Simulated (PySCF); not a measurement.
# From one method to the next for GaN (triplet)

What do other methods print for GaN (triplet) when all else stays?

Method: method and basis as typed in the scripts; program: PySCF 2.14.0.

### 1 Starting geometry

GaN (triplet): 2 atoms, charge 0, spin multiplicity 3.

Bond lengths: Ga1–N2 1.953 Å.

### 2 Base script

input.py

```python
from pyscf import gto, dft

mol = gto.M(
    atom='Ga 0 0 0; N 0 0 1.953',
    basis='pcseg-1',
    charge=0,
    spin=2,
    verbose=3,
)
mf = dft.ROKS(mol, xc='olyp')
mf = mf.newton()
mf.kernel()
g = mf.nuc_grad_method()
g.grid_response = True
g.kernel()
mf.dip_moment()
print('orbital energies (hartree):', mf.mo_energy[..., max(0, mol.nelec[1]-3):mol.nelec[0]+3].round(4))
```

Run with:

```bash
OMP_NUM_THREADS=1 python input.py
```

### 3 MP2 (UHF)

Edit 1 changes step after the SCF: gradient → mp2; SCF type: ROKS → UHF; functional: olyp → none (Hartree–Fock); frozen orbitals: none → 10.

input.py

```python
from pyscf import gto, scf, mp

mol = gto.M(
    atom='Ga 0 0 0; N 0 0 1.953',
    basis='pcseg-1',
    charge=0,
    spin=2,
    verbose=3,
)
mf = scf.UHF(mol)
mf = mf.newton()
mf.kernel()
mp.MP2(mf, frozen=10).kernel()
mf.dip_moment()
print('orbital energies (hartree):', [e[max(0, n-3):n+3].round(4) for e, n in zip(mf.mo_energy, mol.nelec)])
```

### 4 Lc_wpbe

Edit 2 changes functional: olyp → lc_wpbe.

input.py: that of step 2 with these lines changed.

```diff
@@ -9,3 +9,3 @@
 )
-mf = dft.ROKS(mol, xc='olyp')
+mf = dft.ROKS(mol, xc='lc_wpbe')
 mf = mf.newton()
```

### 5 TDA (UKS)

Edit 3 changes step after the SCF: gradient → tda; SCF type: ROKS → UKS; number of roots: none → 3.

input.py

```python
from pyscf import gto, dft, tdscf

mol = gto.M(
    atom='Ga 0 0 0; N 0 0 1.953',
    basis='pcseg-1',
    charge=0,
    spin=2,
    verbose=3,
)
mf = dft.UKS(mol, xc='olyp')
mf = mf.newton()
mf.kernel()
td = tdscf.TDA(mf)
td.nstates = 3
td.kernel()
td.analyze()
mf.dip_moment()
print('orbital energies (hartree):', [e[max(0, n-3):n+3].round(4) for e, n in zip(mf.mo_energy, mol.nelec)])
```

### 6 UKS

Edit 4 changes SCF type: ROKS → UKS.

input.py

```python
from pyscf import gto, dft

mol = gto.M(
    atom='Ga 0 0 0; N 0 0 1.953',
    basis='pcseg-1',
    charge=0,
    spin=2,
    verbose=3,
)
mf = dft.UKS(mol, xc='olyp')
mf = mf.newton()
mf.kernel()
g = mf.nuc_grad_method()
g.grid_response = True
g.kernel()
mf.dip_moment()
print('orbital energies (hartree):', [e[max(0, n-3):n+3].round(4) for e, n in zip(mf.mo_energy, mol.nelec)])
```

### 7 Pbe

Edit 5 changes functional: olyp → pbe.

input.py: that of step 2 with these lines changed.

```diff
@@ -9,3 +9,3 @@
 )
-mf = dft.ROKS(mol, xc='olyp')
+mf = dft.ROKS(mol, xc='pbe')
 mf = mf.newton()
```

### 8 B3lyp5

Edit 6 changes functional: olyp → b3lyp5.

input.py: that of step 2 with these lines changed.

```diff
@@ -9,3 +9,3 @@
 )
-mf = dft.ROKS(mol, xc='olyp')
+mf = dft.ROKS(mol, xc='b3lyp5')
 mf = mf.newton()
```

Before running it: what results should come out? Wanted: for each run, E(SCF); from base; gap, α spin; dipole; after the SCF.

The runs gave:

| run | E(SCF) (hartree) | from base (eV) | gap, α spin (eV) | dipole (D) | after the SCF |
| --- | --- | --- | --- | --- | --- |
| base | -1979.790913 | 0 | n/a | 2.90 | n/a |
| MP2 (UHF) | -1977.331171 | not comparable | 11.11 | 2.49 | MP2 correlation -4.344 eV |
| lc_wpbe | -1978.935620 | not comparable | n/a | 2.95 | n/a |
| TDA (UKS) | -1979.794530 | -0.0984 | 3.61 | 2.82 | first excitation 0.23 eV |
| UKS | -1979.794530 | -0.0984 | 3.61 | 2.82 | n/a |
| pbe | -1978.903013 | not comparable | n/a | 2.82 | n/a |
| b3lyp5 | -1979.151975 | not comparable | n/a | 2.89 | n/a |

A lower total energy from another functional means nothing by itself.
